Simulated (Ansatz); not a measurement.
**CH₅FOSi: small, medium and large basis sets**

The task here is to estimate one member of a computed series from the others.

Program: Ansatz 0.2.0, Gaussian basis. Level of theory: one geometry, several basis sets. These are calculated values, not measurements.

The runs, in order: PBE0-D4/def2-SVP; ωB97M-V/def2-SVP; PBE0-D4/def2-QZVPP; ωB97M-V/def2-QZVPP; CCSD(T)/cc-pV(D+d)Z; CCSD(T)/cc-pV(T+d)Z; CCSD(T)/cc-pV(Q+d)Z; the functionals' def2-TZVPP values are taken from earlier runs.

**The relaxed structure**

The geometry comes from an earlier relaxation with PBE0-D4 in a triple-zeta def2 set; it is a stationary point, not always the lowest conformer.

SMILES `C[SiH](O)F`, 9 atoms, charge 0, spin multiplicity 1.

Atoms are counted from 1 here; the program's logs count them from 0.

Bond lengths: C1–Si2 1.851 Å, C1–H5 1.093 Å, C1–H6 1.093 Å, C1–H7 1.093 Å, Si2–O3 1.634 Å, Si2–F4 1.601 Å, Si2–H8 1.477 Å, O3–H9 0.958 Å. Angles: Si2–C1–H5 110.5°, Si2–C1–H6 110.6°, Si2–C1–H7 111.4°, H5–C1–H6 108.2°, H5–C1–H7 107.7°, H6–C1–H7 108.2°, C1–Si2–O3 113.2°, C1–Si2–F4 107.2°, C1–Si2–H8 113.7°, O3–Si2–F4 109.7°, O3–Si2–H8 105.3°, F4–Si2–H8 107.6°, Si2–O3–H9 119.0°.

Set-up of the first run:

in.yaml

```yaml
crystal:
  periodic: [false, false, false]
  atoms:
    - {symbol: C, position_ang: [-1.059181, 0.382684, 0.202145]}
    - {symbol: Si, position_ang: [0.598658, -0.059391, -0.491686]}
    - {symbol: O, position_ang: [1.699823, -0.425999, 0.658760]}
    - {symbol: F, position_ang: [0.386085, -1.319198, -1.457197]}
    - {symbol: H, position_ang: [-1.759283, 0.624188, -0.601488]}
    - {symbol: H, position_ang: [-0.982086, 1.251651, 0.860097]}
    - {symbol: H, position_ang: [-1.483979, -0.444987, 0.776749]}
    - {symbol: H, position_ang: [1.213980, 1.018011, -1.292552]}
    - {symbol: H, position_ang: [1.474582, -1.073057, 1.328174]}
basis:
  gaussian: {orbitals: def2-SVP}
hamiltonian: {xc: pbe0, dispersion: d4}
output: {orbitals: {seedname: orbitals}}
```

Started as:

```
$ ansatz run in.yaml --threads 2 --pin off --events-out ev --progress --plain --max-ram 32768MiB --backend cpu
```

Steps of the session up to this table: PBE0-D4 in def2-SVP; ωB97M-V in def2-SVP; PBE0-D4 in def2-QZVPP; ωB97M-V in def2-QZVPP.

One table of the session follows, with a row left open; its other results are not shown here.

| functional | basis | HOMO (eV) | LUMO (eV) |
| --- | --- | --- | --- |
| PBE0-D4 | def2-SVP | -8.77 | 1.35 |
| PBE0-D4 | def2-TZVPP | -8.90 | 0.70 |
| PBE0-D4 | def2-QZVPP | -8.93 | 0.29 |
| ωB97M-V | def2-SVP | ? | ? |
| ωB97M-V | def2-TZVPP | -11.18 | 2.14 |
| ωB97M-V | def2-QZVPP | -11.21 | 1.44 |

Q: Estimate the row for ωB97M-V, def2-SVP from the others.

The run gave: HOMO (eV): -11.03; LUMO (eV): 3.00. In the column «HOMO (eV)» it lies between ωB97M-V, def2-TZVPP (-11.18) and PBE0-D4, def2-QZVPP (-8.93).
